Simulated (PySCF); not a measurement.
# C2H5NO2Si: the cost of one run

The runs use PySCF 2.14.0, with density-fitted response routines of our own; the level of theory stands in each step. All values are computed, except where a source is named. Atoms are numbered from 0 throughout.

**1. The molecule as given**

11 atoms, charge 0, multiplicity 1; geometry from: GFN2-xTB. The atoms were then displaced at random by about 0.01 Å, so the start is not that level's minimum.

Bonds of the start (Å): O0–C1 1.24, C1–C2 1.48, C2–N3 1.31, N3–Si4 1.73, Si4–O5 1.63, C1–H6 1.09, C2–H7 1.07, Si4–H8 1.43, Si4–H9 1.48, O5–H10 0.94.

**2. Relaxing the molecule at PBE0-D3(BJ)/def2-SVP**

What the job is given:

```
{"job": {"xc": "PBE0", "basis": "def2-SVP", "d3": "d3bj", "grid": 1, "shake": 0.01, "kind": "geom"}, "charge": 0, "multiplicity": 1}
O     -1.187550    -1.474180     0.743990
C     -1.840530    -0.562760     0.224900
C     -1.196180     0.701100    -0.206740
N      0.092410     0.876520    -0.089590
Si     1.203730    -0.281480     0.557790
O      2.653090     0.395220     0.252140
H     -2.913530    -0.630960     0.059430
H     -1.791280     1.497570    -0.610440
H      1.286150    -1.532880    -0.120340
H      0.967840    -0.347350     2.017890
H      2.763960     1.333370     0.235140
```

Launch:

```sh
$ OMP_NUM_THREADS=1 python probes_run.py task.json out
```

The driver reads the jobs from task.json and runs them one after another.

**Question.** How long does this first job take on 1 thread of Arm Neoverse V1, shared host, and how much memory does it need?

About 52 s, with a peak of 0.46 GiB.
